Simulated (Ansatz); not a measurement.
## CaIrN2, space group R-3m: a scan of the Hubbard U, step by step

Program: Ansatz 0.2.0 through its Python package.

Run as a notebook:

```python
import warnings

import ansatz as az
import numpy as np
```

```python
def count_gap(report):
    # lowest empty less highest filled band, counting bands; zero where they overlap
    return max(report.get("gap_by_band_count_ev") or 0.0, 0.0)
```

```python
warnings.simplefilter("ignore", az.DeckWarning)
```

```python
lattice = az.Lattice.of(
    [1.64885, 0.951964, 5.0094],
    [-1.64885, 0.951964, 5.0094],
    [0.0, -1.903928, 5.0094],
)
sites = [
    ("Ca", [0.0, 0.0, 0.0]),
    ("Ir", [0.5, 0.5, 0.5]),
    ("N", [0.769119, 0.769119, 0.769119]),
    ("N", [0.230881, 0.230881, 0.230881]),
]
xtal = az.Crystal(lattice=lattice)
for symbol, position in sites:
    xtal = xtal.atom(symbol, position)
```

```python
[site.symbol for site in xtal.resolved().sites]
```

    ['Ca', 'Ir', 'N', 'N']

```python
setup = (
    xtal.calculation()
    .functional("PBE")
    .basis(17 * az.Ha)
    .kpoints(density=3.1)
    .occupations("fermi_dirac", width=0.1)
    .band_table()
)
rows = []
for u in [1.0, 3.0, 5.0, 7.0]:
    data = setup.hubbard("Ir", "d", u_eff=u).run().report
    shell = data["hubbard"]["n_scf"]
    rows.append((u, count_gap(data), sum(shell) / len(shell), data["n_iterations"]))
for row in rows:
    print("; ".join(f"{name} = {round(v, 4) if isinstance(v, float) else v}" for name, v in zip(["U_eff eV", "gap by band count eV", "Ir d occupation (projector)", "iterations"], row)))
```

    U_eff eV = 1.0; gap by band count eV = 0.0; Ir d occupation (projector) = 7.4497; iterations = 10
    U_eff eV = 3.0; gap by band count eV = 0.0; Ir d occupation (projector) = 7.4933; iterations = 10
    U_eff eV = 5.0; gap by band count eV = 0.0; Ir d occupation (projector) = 7.5299; iterations = 10
    U_eff eV = 7.0; gap by band count eV = 0.0; Ir d occupation (projector) = 7.5569; iterations = 10

What to keep in mind:
- The run is spin-unpolarised.
- For a metal this k-point mesh is coarse: on a finer one energies can move by several to tens of meV an atom and pressures by half a GPa or more, differences at one mesh by less.
- A gap by band count of zero or less means overlapping bands, a metal, and at an odd count of electrons it is no gap at all.
- A Hubbard U without spin forces both spins into the same orbitals, which can open a gap or pick a state that a spin-polarised run wouldn't.
- This cell is a computed structure, which may not be the phase found in nature.
- Levels are Kohn-Sham eigenvalues on this mesh, without spin-orbit coupling.
- Shell occupations and the effect of U depend on the projectors; a run with no .spin step is spin-unpolarised, and each U may end in a state that isn't the lowest.
- The script silences the warnings on its input, which a real study should read.
- Hardware and time: 24 s on 1 thread of Intel(R) Xeon(R) Platinum 8259CL CPU @ 2.50GHz (Skylake/Cascade Lake), on a shared host, peak memory 0.46 GiB.
